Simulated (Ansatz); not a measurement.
# ZnIr: the cost of one run

Program: Ansatz 0.2.0, driven from Python. Level of theory: DFT PBEsol, plane waves, PAW. These are calculated values, not measurements.

### 1 The structure

It takes space group P-6m2 (No. 187, hexagonal). Conventional cell: a = 2.777 Å, b = 2.777 Å, c = 4.164 Å, α = 90.00°, β = 90.00°, γ = 120.00°. Zn (site symmetry -6m2) is surrounded by 6 Ir at 2.63 Å and 6 Zn at 2.78 Å. Ir (site symmetry -6m2) is surrounded by 6 Zn at 2.63 Å and 6 Ir at 2.78 Å.

No structure file is read: the coordinates are typed or built in the script.

### 2 Script

The input, smear.py:

```python
# -*- coding: utf-8 -*-
"""Smearing width test for ZnIr."""

import logging
import sys
import warnings

import ansatz
from ase import Atoms
import matplotlib.pyplot as plt

logging.basicConfig(stream=sys.stdout, format="[%(levelname)s] %(message)s")
log = logging.getLogger("run")
log.setLevel(logging.INFO)

FUNCTIONAL = "PBEsol"
KMESH = (11, 11, 7)

warnings.simplefilter("ignore", ansatz.DeckWarning)

atoms = Atoms(
    ["Zn", "Ir"],
    scaled_positions=[
        (2 / 3, 1 / 3, 0.5),
        (0.0, 0.0, 0.0),
    ],
    cell=[
        (2.777179, 0.0, 0.0),
        (-1.38859, 2.405108, 0.0),
        (0.0, 0.0, 4.163862),
    ],
    pbc=True,
)
system = ansatz.Crystal.from_ase(atoms)

calc = system.calculation()
calc = calc.functional(FUNCTIONAL)
calc = calc.kpoints(*KMESH, center="gamma")
calc = calc.forces()
calc = calc.stress()

rows = []
for value in [0.3, 0.2, 0.1, 0.05]:
    report = calc.occupations("methfessel_paxton", width=value).run(threads=1, backend="cpu").report
    rows.append((value, report["free_energy_ev"] / len(report["lattice"]["sites"]), report["n_iterations"], sum(report["stress_gpa"][i][i] for i in range(3)) / 3, max(abs(f) for row in report["forces_ev_ang"] for f in row), report["n_kpoints"]))

log.info("  width (eV)   F/atom (eV)    iterations       P (GPa)  max component (eV/A)      k-points")
for row in rows:
    log.info(f"{str(row[0]):>12s}  {row[1]:12.5f}  {row[2]:12d}  {row[3]:12.3f}  {row[4]:20.4f}  {row[5]:12d}")

# the last row is the reference
for row in rows[:-1]:
    shift = 1000 * (row[1] - rows[-1][1])
    log.info(f"{row[0]}: {shift:+.2f} meV/atom" + ("  (within 2 meV)" if abs(shift) < 2 else ""))
plt.figure(figsize=(4.5, 3))
plt.plot([str(row[0]) for row in rows], [1000 * (row[1] - rows[-1][1]) for row in rows], "o-")
plt.xlabel("width (eV)")
plt.ylabel("F - F(last) (meV/atom)")
plt.tight_layout()
plt.savefig("smear.png", dpi=100)
```

### 3 What the engine is handed

The package turns the script's settings into the engine's input (first run):

```yaml
crystal:
  lattice:
    - [2.777179, 0.0, 0.0]
    - [-1.38859, 2.405108, 0.0]
    - [0.0, 0.0, 4.163862]
  atoms:
    - { symbol: Zn, position: [0.6666666666666666, 0.3333333333333333, 0.5] }
    - { symbol: Ir, position: [0.0, 0.0, 0.0] }
kpoints:
  mp_grid:
    grid: [11, 11, 7]
    shift: [0.0, 0.0, 0.0]
hamiltonian:
  xc: pbesol
scf:
  occupations:
    method: methfessel_paxton
    width: 0.3
output:
  forces: true
  stress: true
```

### 4 The run

Command:

```sh
$ python smear.py
```

**Question.** How long does this script take on 1 thread of Arm Neoverse V2, shared host, and how much memory does it need?

About 12 s, with a peak of 0.44 GiB.
